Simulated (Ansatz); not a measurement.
# TlPd3: the cost of one run

Computed with Ansatz 0.2.0 (DFT PBEsol, scalar-relativistic, plane waves, PAW, unless a step's input says otherwise).

1 further run of the same task is left out (set aside as unsound or not needed).

## Step 1: The starting structure

It takes space group I4/mmm (No. 139, tetragonal). The conventional cell has a = 4.130 Å, b = 4.130 Å, c = 7.550 Å, α = 90.00°, β = 90.00°, γ = 90.00°. Tl (site symmetry 4/mmm) has 12 Pd at 2.80 to 2.92 Å in its first shell of neighbours. Around Pd (site symmetry -4m2) lie 4 Tl at 2.80 Å and 8 Pd at 2.80 to 2.92 Å. Around Pd (site symmetry 4/mmm) lie 8 Pd at 2.80 Å and 4 Tl at 2.92 Å.

As a file:

```xyz
4
Lattice="-2.0650 2.0650 3.7749 2.0650 -2.0650 3.7749 2.0650 2.0650 -3.7749" Properties=species:S:1:pos:R:3 pbc="T T T"
Tl    0.0000    0.0000    0.0000
Pd    0.0000    2.0650    1.8874
Pd    2.0650    0.0000    1.8874
Pd    0.0000    0.0000    3.7749
```

This cell was relaxed beforehand with the same method: volume 16.10 Å³/atom, gap on the mesh none (metal).

## Step 2: Static run: bands, density of states and charges

The input, input.yaml:

```yaml
crystal:
  lattice:
    - [-2.0649725397, 2.0649725397, 3.7748726243]
    - [2.0649725397, -2.0649725397, 3.7748726243]
    - [2.0649725397, 2.0649725397, -3.7748726243]
  atoms:
    - { symbol: Tl, position: [0.0, 0.0, 0.0] }
    - { symbol: Pd, position: [0.75, 0.25, 0.5] }
    - { symbol: Pd, position: [0.25, 0.75, 0.5] }
    - { symbol: Pd, position: [0.5, 0.5, 0.0] }
basis:
  ecutwfc: 420
kpoints:
  mp_grid: { grid: [14, 14, 14] }
  band_path:
    path:
      - [[0.0, 0.0, 0.0], [0.0, 0.0, 0.5], [0.25, 0.25, 0.25], [0.0, 0.5, 0.0], [0.0, 0.0, 0.0], [0.5, 0.5, -0.5], [0.32481074, 0.67518926, -0.32481074]]
      - [[-0.32481074, 0.32481074, 0.32481074], [0.0, 0.0, 0.0]]
      - [[0.0, 0.0, 0.5], [-0.14962149, 0.14962149, 0.5]]
      - [[0.5, 0.5, -0.14962149], [0.5, 0.5, -0.5]]
    npoints: 14
hamiltonian:
  xc: pbesol
scf:
  occupations: { method: gaussian, width: 0.1 }
  n_extra_bands: 10
output:
  forces: true
  stress: true
  eigenvalues: true
  populations: true
  dos: { projected: true, de: 0.02, nscf_kmesh: { grid: [21, 21, 21] } }
  bader: true
  write_density: true
  write_potential: true
  elf: true
  volumetric_format: npy
```

Run with:

```
$ ansatz run input.yaml --threads 1 --pin off --max-ram 2560MiB --backend cpu --events-out ev --progress --plain --runs-dir out
```

Q: Estimate wall time and peak memory on 1 thread of Arm Neoverse V1, shared host.

About 2.7 min, with a peak of 1.2 GiB.
